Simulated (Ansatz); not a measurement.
AlClF2, SMILES [F][Al]([F])[Cl], a ladder of methods at one geometry

Program: the Python package of Ansatz (0.2.0).

Input file `alclf2.xyz`:
```text
4

F     1.11390    0.79830    1.25960
Al    0.05820   -0.05900    0.05210
F     0.29230   -1.81850   -0.21150
Cl   -1.40890    1.01890   -1.12050
```

`methods_alclf2.py`:
```python
"""One geometry of AlClF2, method by method."""

from pathlib import Path

import ansatz as az
import numpy as np

alclf2 = az.Crystal.molecule_from_extxyz("alclf2.xyz")

base = alclf2.calculation().basis(gaussian="cc-pVDZ")

print("functional    E (Ha)        dipole (D)   HOMO (eV)  LUMO (eV)")
for name in ["hf", "b3lyp", "hse06", "r2scan", "revpbe"]:
    data = base.functional(name).forces().orbitals().run(threads=1, runs_dir="runs").report
    lines = Path(data["orbitals_path"]).read_text().splitlines()
    field_of = lambda key: [line.split("=")[1].strip() for line in lines if line.startswith(key)]
    orbitals = [(27.211386 * float(e), s, float(n)) for e, s, n in zip(field_of("Ene="), field_of("Spin="), field_of("Occup="))]
    homo = max(e for e, _, n in orbitals if n > 0.5)
    lumo = min(e for e, _, n in orbitals if n < 0.5)
    dipole = 4.803205 * np.linalg.norm(data["charge_distribution"]["dipole_moment_e_ang"])
    print(f"{name:10s} {data['free_energy_ev'] / 27.211386246:14.6f} {dipole:9.3f} {homo:11.3f} {lumo:10.3f}")
```

```console
$ python methods_alclf2.py
functional    E (Ha)        dipole (D)   HOMO (eV)  LUMO (eV)
hf            -900.497881     0.986     -13.507      0.786
b3lyp         -902.544930     0.801      -9.592     -2.707
hse06         -902.034641     0.810      -9.555     -2.845
r2scan        -902.377751     0.720      -8.846     -2.925
revpbe        -902.305077     0.680      -8.337     -3.172
```

Reading the output:
- These settings explore the input space; basis and method may be short of convergence.
- The geometry is a force-field or estimated start, not a minimum of this method, and the basis set is short of its limit. A lower total doesn't mark the better method: functionals have no common bound, and MP2 and coupled cluster aren't variational.
- b3lyp holds the VWN-RPA fit, as in Gaussian; the form of ORCA and Turbomole is b3lyp5.
- Levels such as HOMO and LUMO are orbital energies: with these approximate functionals they aren't the ionisation energy and electron affinity, and their gap isn't the fundamental gap.
- For Al to Cl the sets with a tight d function, cc-pV(X+d)Z, are usual.
- hse06 follows the composition of plane-wave codes, whose totals differ by tens of mHa, up to about 0.1 Ha, from the form usual in Gaussian-basis programs (wpbeh).
- Finished in 11 s on 1 thread of Intel(R) Xeon(R) Platinum 8259CL CPU @ 2.50GHz (Skylake/Cascade Lake), on a shared host, peak memory 0.2 GiB.

(Lines on the test bed's own set-up are left out of the output.)
